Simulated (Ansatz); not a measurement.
Task: a ladder of methods at one geometry of C₂H₆O₂Se, SMILES COC(O)[SeH], with Ansatz 0.2.0, Python API. Give the script and its output. Level of theory (for the species named): LDA, def2-SVP basis, multiplicity 1. The script varies functional: lda, lc_wpbe, r2scan0, revpbe.

```csv
atom,x (Å),y (Å),z (Å)
C,-1.2786,0.4361,0.8572
O,-0.5677,-0.6053,0.3606
C,0.6401,-0.1344,-0.1503
O,0.5633,0.4560,-1.4032
Se,1.8797,-1.6652,-0.3208
H,-1.5052,1.2581,0.0522
H,-0.8136,0.9496,1.7343
H,-2.2779,0.1160,1.1637
H,1.1597,0.6048,0.6067
H,1.3534,0.8774,-1.6129
H,0.9121,-2.3503,-1.2668
```

`c2h6o2se_methods.py`
```python
'''C2H6O2Se at several levels of theory.'''

from pathlib import Path
import warnings

import ansatz as az
from ase import Atoms
import numpy as np

warnings.simplefilter('ignore', az.DeckWarning)

atoms = Atoms(['C', 'O', 'C', 'O', 'Se', 'H', 'H', 'H', 'H', 'H', 'H'], positions=[
    (-1.2786, 0.4361, 0.8572),
    (-0.5677, -0.6053, 0.3606),
    (0.6401, -0.1344, -0.1503),
    (0.5633, 0.456, -1.4032),
    (1.8797, -1.6652, -0.3208),
    (-1.5052, 1.2581, 0.0522),
    (-0.8136, 0.9496, 1.7343),
    (-2.2779, 0.116, 1.1637),
    (1.1597, 0.6048, 0.6067),
    (1.3534, 0.8774, -1.6129),
    (0.9121, -2.3503, -1.2668),
])
mol = az.Crystal.molecule_from_ase(atoms)

base = (
    mol.calculation()
    .basis(gaussian='def2-SVP')
    .accuracy('medium')
)

print('functional    E (Ha)        dipole (D)   HOMO (eV)  LUMO (eV)')
for name in ['lda', 'lc_wpbe', 'r2scan0', 'revpbe']:
    report = base.functional(name).forces().orbitals().run(runs_dir='runs').report
    lines = Path(report['orbitals_path']).read_text().splitlines()
    field_of = lambda key: [line.split('=')[1].strip() for line in lines if line.startswith(key)]
    orbitals = [(27.211386 * float(e), s, float(n)) for e, s, n in zip(field_of('Ene='), field_of('Spin='), field_of('Occup='))]
    homo = max(e for e, _, n in orbitals if n > 0.5)
    lumo = min(e for e, _, n in orbitals if n < 0.5)
    dipole = 4.803205 * np.linalg.norm(report['charge_distribution']['dipole_moment_e_ang'])
    print(f'{name:10s} {report["free_energy_ev"] / 27.211386246:14.6f} {dipole:9.3f} {homo:11.3f} {lumo:10.3f}')
```

```console
$ python c2h6o2se_methods.py
functional    E (Ha)        dipole (D)   HOMO (eV)  LUMO (eV)
lda          -2626.075597     2.136      -5.233     -0.808
lc_wpbe      -2630.852002     2.211      -9.158      2.583
r2scan0      -2631.141208     2.252      -6.620      0.350
revpbe       -2631.041761     2.094      -5.091     -0.609
```

What to keep in mind:
- The settings weren't tested for convergence.
- The geometry is a force-field or estimated start, not a minimum of this method, and the basis set is short of its limit. A lower total doesn't mark the better method: functionals have no common bound, and MP2 and coupled cluster aren't variational.
- Levels such as HOMO and LUMO are orbital energies: with these approximate functionals they aren't the ionisation energy and electron affinity, and their gap isn't the fundamental gap.
- Finished in 19 s on 1 thread of Intel(R) Xeon(R) Processor @ 2.30GHz (shared host), peak memory 0.4 GiB.
